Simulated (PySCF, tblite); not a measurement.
**C6H8Ge: geometry, infrared bands, NMR shifts, spin-spin couplings and electronic excitations**

What infrared bands, NMR shifts, spin-spin couplings and electronic excitations should C6H8Ge (`C#C[C@H]1C=C[CH2][GeH2]1`) show?

Programs: tblite 0.8.0 and PySCF 2.14.0, with density-fitted response routines of our own. Each step states its level of theory. These are calculated values for one molecule in the gas phase, unless marked as measured. Atoms count from 0, in the outputs and in this text.

### 1 Starting geometry

15 atoms, charge 0, multiplicity 1; geometry from: force field or distance geometry start.

Bonds of the start (Å): C0–C1 1.22, C1–C2 1.46, C2–C3 1.47, C3–C4 1.28, C4–C5 1.47, C5–Ge6 1.96, Ge6–C2 1.98, C0–H7 1.07, C2–H8 1.08, C3–H9 1.14, C4–H10 1.14, C5–H11 1.10, C5–H12 1.12, Ge6–H13 1.54, Ge6–H14 1.54.

### 2 Optimising the geometry with GFN2-xTB

The job: settings as JSON, then the geometry in Å.

```
{"job": {"kind": "relax", "xc": "GFN2-xTB", "basis": "xTB"}, "charge": 0, "multiplicity": 1}
C      3.124300    -0.197000     0.065300
C      2.003000    -0.136200    -0.419000
C      0.658900    -0.095000    -0.996100
C     -0.142500    -1.205900    -0.473500
C     -1.328900    -1.013500    -0.040700
C     -1.941900     0.325900    -0.089600
Ge    -0.299400     1.389300    -0.097200
H      4.097800    -0.254700     0.493700
H      0.659800     0.002600    -2.075400
H      0.329100    -2.241500    -0.434400
H     -1.957100    -1.867800     0.366900
H     -2.550200     0.505200    -0.992800
H     -2.523100     0.493800     0.856500
H     -0.394800     2.632300    -0.997500
H      0.260400     1.670500     1.306200
```

Launch:

```bash
OMP_NUM_THREADS=1 python probes_run.py task.json out
```

One launch serves the whole session: the jobs run in the order shown.

The log of the run:

```text
step      E/eV     max force
  0    -509.14568    4.275
  1    -509.26826    5.553
  2    -509.37860    4.145
  3    -509.46049    2.825
  4    -509.52581    0.487
  5    -509.54341    0.325
  6    -509.57895    0.257
  7    -509.58470    0.213
  8    -509.59352    0.220
  9    -509.60016    0.241
 10    -509.60672    0.199
 11    -509.61028    0.129
 12    -509.61280    0.141
 13    -509.61528    0.157
 14    -509.61806    0.159
 15    -509.62012    0.120
 16    -509.62131    0.095
 17    -509.62224    0.089
 18    -509.62363    0.142
 19    -509.62557    0.187
 20    -509.62772    0.149
 21    -509.62969    0.111
 22    -509.63162    0.113
 23    -509.63389    0.201
 24    -509.63656    0.238
 25    -509.63892    0.166
 26    -509.64039    0.090
 27    -509.64118    0.063
 28    -509.64173    0.083
 29    -509.64218    0.072
 30    -509.64255    0.056
 31    -509.64285    0.054
 32    -509.64313    0.040
 33    -509.64341    0.045
 34    -509.64368    0.043
 35    -509.64392    0.043
 36    -509.64414    0.033
 37    -509.64433    0.037
 38    -509.64453    0.037
 39    -509.64473    0.045
 40    -509.64492    0.038
 41    -509.64507    0.034
 42    -509.64521    0.027
 43    -509.64534    0.033
 44    -509.64548    0.033
 45    -509.64560    0.033
 46    -509.64571    0.028
 47    -509.64583    0.029
 48    -509.64604    0.044
 49    -509.64639    0.062
 50    -509.64690    0.090
 51    -509.64743    0.095
 52    -509.64789    0.071
 53    -509.64832    0.049
 54    -509.64878    0.057
 55    -509.64926    0.060
 56    -509.64964    0.061
 57    -509.64990    0.049
 58    -509.65011    0.035
 59    -509.65032    0.035
 60    -509.65050    0.037
 61    -509.65064    0.031
 62    -509.65077    0.032
 63    -509.65093    0.038
 64    -509.65118    0.044
 65    -509.65151    0.055
 66    -509.65185    0.060
 67    -509.65213    0.050
 68    -509.65237    0.037
 69    -509.65265    0.060
 70    -509.65302    0.076
 71    -509.65340    0.066
 72    -509.65375    0.038
 73    -509.65403    0.033
 74    -509.65427    0.032
 75    -509.65449    0.042
 76    -509.65475    0.045
 77    -509.65503    0.037
 78    -509.65550    0.044
 79    -509.65617    0.082
 80    -509.65674    0.075
 81    -509.65716    0.132
 82    -509.65759    0.338
 83    -509.65844    0.090
 84    -509.65891    0.037
 85    -509.65946    0.060
 86    -509.65959    0.048
 87    -509.65971    0.024
 88    -509.65980    0.027
 89    -509.65994    0.027
 90    -509.66002    0.022
 91    -509.66009    0.017
 92    -509.66013    0.014
 93    -509.66018    0.017
 94    -509.66022    0.016
 95    -509.66025    0.012
 96    -509.66028    0.014
 97    -509.66031    0.016
 98    -509.66034    0.026
 99    -509.66037    0.029
100    -509.66039    0.014
101    -509.66041    0.009
```

Run time: 0.62 s. Hardware: 1 thread of Arm Neoverse V1, shared host; peak memory 0.18 GiB.

The steps of the relaxation: (not every step is listed)

| step | energy from step 0 (eV) | largest force (eV/Å) |
| --- | --- | --- |
| 0 | 0.0000 | 4.2752 |
| 1 | -0.1226 | 5.5526 |
| 2 | -0.2329 | 4.1452 |
| 3 | -0.3148 | 2.8252 |
| 4 | -0.3801 | 0.4867 |
| 5 | -0.3977 | 0.3249 |
| 6 | -0.4333 | 0.2566 |
| 7 | -0.4390 | 0.2128 |
| 8 | -0.4478 | 0.2201 |
| 16 | -0.4756 | 0.0946 |
| 24 | -0.4909 | 0.2381 |
| 32 | -0.4974 | 0.0404 |
| 40 | -0.4992 | 0.0383 |
| 48 | -0.5004 | 0.0440 |
| 56 | -0.5040 | 0.0611 |
| 64 | -0.5055 | 0.0443 |
| 72 | -0.5081 | 0.0381 |
| 80 | -0.5111 | 0.0746 |
| 88 | -0.5141 | 0.0268 |
| 96 | -0.5146 | 0.0137 |
| 97 | -0.5146 | 0.0158 |
| 98 | -0.5147 | 0.0258 |
| 99 | -0.5147 | 0.0287 |
| 100 | -0.5147 | 0.0140 |
| 101 | -0.5147 | 0.0090 |

Close pairs (by a distance rule), those that changed most:

| bond | before (Å) | after (Å) | change (Å) |
| --- | --- | --- | --- |
| C3–H9 | 1.139 | 1.081 | -0.058 |
| C4–H10 | 1.136 | 1.082 | -0.054 |
| C3–C4 | 1.277 | 1.322 | +0.044 |
| C2–C3 | 1.466 | 1.508 | +0.042 |
| Ge6–H14 | 1.537 | 1.504 | -0.033 |
| C5–H12 | 1.123 | 1.092 | -0.031 |
| Ge6–H13 | 1.538 | 1.509 | -0.029 |
| C5–Ge6 | 1.957 | 1.985 | +0.028 |

The next job starts from the end point, and lists it.

### 3 Vibrational analysis with GFN2-xTB

The job: settings as JSON, then the geometry in Å.

```
{"job": {"kind": "ir", "xc": "GFN2-xTB", "basis": "xTB"}, "charge": 0, "multiplicity": 1}
C      3.006459    -0.341030     0.374523
C      1.997445    -0.185863    -0.252021
C      0.755860    -0.027052    -0.971185
C     -0.140845    -1.217575    -0.739862
C     -1.327470    -1.070922    -0.176282
C     -1.826012     0.282475     0.236756
Ge    -0.360301     1.504003    -0.310334
H      3.901007    -0.471747     0.906542
H      0.985825     0.064263    -2.038751
H      0.237877    -2.185906    -1.035301
H     -1.975554    -1.918541     0.002812
H     -2.775610     0.501253    -0.254706
H     -2.014979     0.300762     1.311777
H     -0.740172     2.488003    -1.389005
H      0.272055     2.285870     0.807470
```

The log of the run:

```text
mode    cm-1     km/mol
  1      29.3      0.60
  2     113.5      0.01
  3     156.4      0.07
  4     306.2      2.40
  5     330.6      6.98
  6     344.1      6.47
  7     401.8     25.88
  8     485.2     11.62
  9     504.2      5.97
 10     545.3     29.67
 11     590.8    102.12
 12     601.7     76.69
 13     652.8     28.57
 14     666.6     20.86
 15     716.7     51.38
 16     761.9     31.93
 17     797.7     13.05
 18     831.6    216.21
 19     906.7      0.23
 20     958.4      4.39
 21    1000.0      2.76
 22    1041.4     31.13
 23    1087.7      9.94
 24    1090.5     10.23
 25    1160.9      4.44
 26    1203.5      5.02
 27    1218.1      3.80
 28    1313.1     17.11
 29    1439.4      4.95
 30    1707.5     18.39
 31    1923.2    298.14
 32    2006.9    499.62
 33    2277.2     36.39
 34    2887.7     37.76
 35    2941.7     34.17
 36    2964.7     28.08
 37    3048.8     37.14
 38    3070.1     82.25
 39    3393.7      3.50
```

Run time: 0.47 s. Hardware: 1 thread of Arm Neoverse V1, shared host; peak memory 0.18 GiB.

Which atoms move in the most intense modes:

| cm⁻¹ | km/mol | atoms |
| --- | --- | --- |
| 591 | 102.1 | H14 42 %, H13 20 %, H7 12 % |
| 602 | 76.7 | H7 24 %, C5 24 %, H13 21 % |
| 717 | 51.4 | H10 19 %, C5 17 %, H12 14 %, C3 10 % |
| 832 | 216.2 | H14 48 %, H13 48 % |
| 1923 | 298.1 | H13 72 %, H14 27 % |
| 2007 | 499.6 | H14 72 %, H13 27 % |
| 2888 | 37.8 | H8 93 % |
| 3070 | 82.2 | H9 77 %, H10 15 % |

### 4 Geometry optimisation at PBE0-D3(BJ)/def2-SVP

The job: settings as JSON, then the geometry in Å.

```
{"job": {"xc": "PBE0", "basis": "def2-SVP", "d3": "d3bj", "grid": 1, "shake": 0.01, "kind": "geom"}, "charge": 0, "multiplicity": 1}
C      3.026870    -0.366590     0.378700
C      1.991770    -0.190390    -0.254180
C      0.735660    -0.029370    -0.979840
C     -0.107620    -1.215320    -0.743390
C     -1.330280    -1.077600    -0.186830
C     -1.829920     0.287290     0.234370
Ge    -0.350720     1.502000    -0.310090
H      3.916470    -0.466300     0.901490
H      0.984000     0.069670    -2.019400
H      0.235180    -2.188340    -1.025280
H     -1.984420    -1.921460     0.011640
H     -2.769810     0.502170    -0.248000
H     -2.043260     0.310980     1.302180
H     -0.756860     2.490770    -1.382000
H      0.267610     2.275110     0.807730
```

The log of the run:

```text
step   0  E = -2309.39040920  max force = 0.050558
step   1  E = -2309.39683720  max force = 0.008882
step   2  E = -2309.39732420  max force = 0.004700
step   3  E = -2309.39756875  max force = 0.003503
step   4  E = -2309.39762577  max force = 0.002614
step   5  E = -2309.39768202  max force = 0.000859
step   6  E = -2309.39769250  max force = 0.000219
optimisation converged
```

Wall time 93 s (1 thread of Arm Neoverse V1, shared host); peak memory 0.63 GiB.

Along the way:

| step | energy from step 0 (eV) | largest force component (eV/Å) |
| --- | --- | --- |
| 0 | 0.0000 | 2.5998 |
| 1 | -0.1749 | 0.4567 |
| 2 | -0.1882 | 0.2417 |
| 3 | -0.1948 | 0.1801 |
| 4 | -0.1964 | 0.1344 |
| 5 | -0.1979 | 0.0442 |
| 6 | -0.1982 | 0.0113 |

Close pairs (by a distance rule), those that changed most:

| bond | before (Å) | after (Å) | change (Å) |
| --- | --- | --- | --- |
| Ge6–H14 | 1.493 | 1.536 | +0.042 |
| C2–C3 | 1.474 | 1.515 | +0.041 |
| C0–H7 | 1.037 | 1.074 | +0.037 |
| C2–H8 | 1.073 | 1.105 | +0.032 |
| Ge6–H13 | 1.514 | 1.540 | +0.026 |
| C3–H9 | 1.069 | 1.095 | +0.026 |
| C5–H11 | 1.078 | 1.102 | +0.024 |
| C5–Ge6 | 1.990 | 1.968 | -0.022 |

The next job starts from the end point, and lists it.

| at the end point | value |
| --- | --- |
| point group (found at 0.08 Å tolerance) | C1 |
| rotational constants (GHz, main isotopes) | 2.761, 1.584, 1.119 |
| dipole moment (D) | 1.13 |

### 5 Shielding tensors: PBE0/pcSseg-1

The job: settings as JSON, then the geometry in Å.

```
{"job": {"kind": "nmr", "xc": "PBE0", "basis": "pcSseg-1"}, "charge": 0, "multiplicity": 1}
C      3.088929    -0.209359     0.346946
C      2.035292    -0.134249    -0.248774
C      0.762427    -0.045273    -0.940102
C     -0.128959    -1.248544    -0.710797
C     -1.346216    -1.103863    -0.171255
C     -1.865188     0.249215     0.225141
Ge    -0.395493     1.449926    -0.297074
H      4.023262    -0.279046     0.871650
H      0.952935     0.089963    -2.020185
H      0.255557    -2.236737    -0.984500
H     -1.978278    -1.984823    -0.009064
H     -2.803860     0.496519    -0.297391
H     -2.083857     0.299407     1.304685
H     -0.773539     2.406734    -1.443205
H      0.242080     2.230675     0.861455
```

Method: GIAO PBE0/pcSseg-1 NMR shielding, non-relativistic, gas phase.

The log of the run:

```text
coarse grid: 58272 points
cycle   1  E = -2309.4811732922  dE =  1.767e-01  |g| = 9.227e-01  |ddm| = 3.826e+00
cycle   2  E = -2309.4620143997  dE =  1.916e-02  |g| = 9.309e-01  |ddm| = 1.181e+00
cycle   3  E = -2309.5625315433  dE = -1.005e-01  |g| = 9.598e-02  |ddm| = 6.735e-01
cycle   4  E = -2309.5634087602  dE = -8.772e-04  |g| = 5.511e-02  |ddm| = 1.176e-01
cycle   5  E = -2309.5641370329  dE = -7.283e-04  |g| = 1.709e-02  |ddm| = 5.401e-02
cycle   6  E = -2309.5642047378  dE = -6.770e-05  |g| = 4.056e-03  |ddm| = 1.536e-02
cycle   7  E = -2309.5642084321  dE = -3.694e-06  |g| = 1.636e-03  |ddm| = 4.918e-03
final grid: 123264 points
cycle   8  E = -2309.5642083663  dE =  1.426e-06  |g| = 2.911e-03  |ddm| = 4.304e-03
cycle   9  E = -2309.5642027964  dE =  5.570e-06  |g| = 5.528e-03  |ddm| = 6.589e-03
cycle  10  E = -2309.5642104529  dE = -7.657e-06  |g| = 4.818e-04  |ddm| = 4.173e-03
cycle  11  E = -2309.5642105075  dE = -5.453e-08  |g| = 7.758e-05  |ddm| = 4.074e-04
cycle  12  E = -2309.5642105091  dE = -1.643e-09  |g| = 1.353e-05  |ddm| = 9.864e-05
cycle  13  E = -2309.5642105091  dE = -1.910e-11  |g| = 1.528e-06  |ddm| = 9.200e-06
converged SCF energy = -2309.5642105091

GIAO shielding tensors (ppm)
atom      isotropic    diamagn.    paramagn.     s11        s22        s33       span
  0 C      110.970     259.360    -148.390     39.541     47.444    245.924    206.383
  1 C       96.396     261.598    -165.202    -10.773      3.355    296.608    307.381
  2 C      163.076     246.415     -83.338    148.687    161.028    179.515     30.828
  3 C       42.792     254.474    -211.682    -65.521     65.798    128.100    193.621
  4 C       43.882     254.288    -210.405    -63.347     57.911    137.083    200.429
  5 C      167.433     251.666     -84.233    152.557    158.042    191.700     39.143
  6 Ge    1418.761    2753.682   -1334.921   1284.815   1431.013   1540.454    255.639
  7 H       29.335      33.490      -4.155     24.131     24.401     39.473     15.341
  8 H       28.361      27.849       0.512     23.661     26.297     35.125     11.464
  9 H       25.300      29.911      -4.611     22.803     26.046     27.052      4.250
 10 H       25.215      29.580      -4.365     22.420     26.017     27.209      4.788
 11 H       29.543      28.727       0.816     24.332     26.836     37.461     13.129
 12 H       29.369      29.468      -0.099     24.488     26.592     37.028     12.540
 13 H       26.694      28.045      -1.351     20.430     21.499     38.152     17.723
 14 H       26.801      27.763      -0.962     20.650     22.219     37.534     16.884
```

Run time: 30 s. Hardware: 1 thread of Arm Neoverse V1, shared host; peak memory 0.87 GiB.

The references, computed at this level on geometries of the same kind, shield at (ppm): 1H TMS 31.27, 13C TMS 184.4, 73Ge GeMe4 1330. Their shielding less the atom's gives the shift. The references are single molecules in the gas phase.

| atoms | environment | σ (ppm) | δ (ppm) |
| --- | --- | --- | --- |
| C3 | alkene CH | 42.8 | 141.6 |
| C4 | alkene CH | 43.9 | 140.5 |
| C1 | alkyne carbon | 96.4 | 88.0 |
| C0 | terminal alkyne carbon | 111.0 | 73.4 |
| C2 | allylic sp3 CH bonded to Ge | 163.1 | 21.3 |
| C5 | allylic sp3 CH2 bonded to Ge | 167.4 | 17.0 |
| H10 | hydrogen on an alkene CH | 25.22 | 6.05 |
| H9 | hydrogen on an alkene CH | 25.30 | 5.97 |
| H13 | hydrogen on a germanium bonded to 2 C, in a 5-membered ring | 26.69 | 4.57 |
| H14 | hydrogen on a germanium bonded to 2 C, in a 5-membered ring | 26.80 | 4.47 |
| H8 | hydrogen on an allylic sp3 CH bonded to Ge | 28.36 | 2.91 |
| H7 | hydrogen on a terminal alkyne carbon | 29.34 | 1.93 |
| H12 | hydrogen on an allylic sp3 CH2 bonded to Ge | 29.37 | 1.90 |
| H11 | hydrogen on an allylic sp3 CH2 bonded to Ge | 29.54 | 1.72 |
| Ge6 | germanium bonded to 2 C, 2 H, in a 5-membered ring | 1419 | -88 |

The run also stored atomic charges by several schemes (e):

| atoms | Mulliken | IAO | Hirshfeld | ESP fit |
| --- | --- | --- | --- | --- |
| C0 | -0.42 | -0.27 | -0.14 | -0.46 |
| C1 | 0.35 | -0.03 | -0.05 | -0.06 |
| C2 | -0.54 | -0.36 | -0.09 | 0.21 |
| C3 | -0.05 | -0.15 | -0.05 | -0.30 |
| C4 | -0.15 | -0.14 | -0.05 | -0.13 |
| C5 | -0.45 | -0.51 | -0.15 | -0.09 |
| Ge6 | 0.50 | 0.64 | 0.35 | 0.21 |

Mayer bond orders: C0–C1 2.54, C1–C2 0.93, C2–C3 0.98, C3–C4 1.91, C4–C5 1.00, C5–Ge6 0.94, Ge6–C2 0.85.

Ring of atoms C2, C3, C4, C5, Ge6: NICS(0) -3.4, NICS(1) -3.5, NICS(1)zz -2.0 ppm (means of both faces).

[end of part 1 of 2]
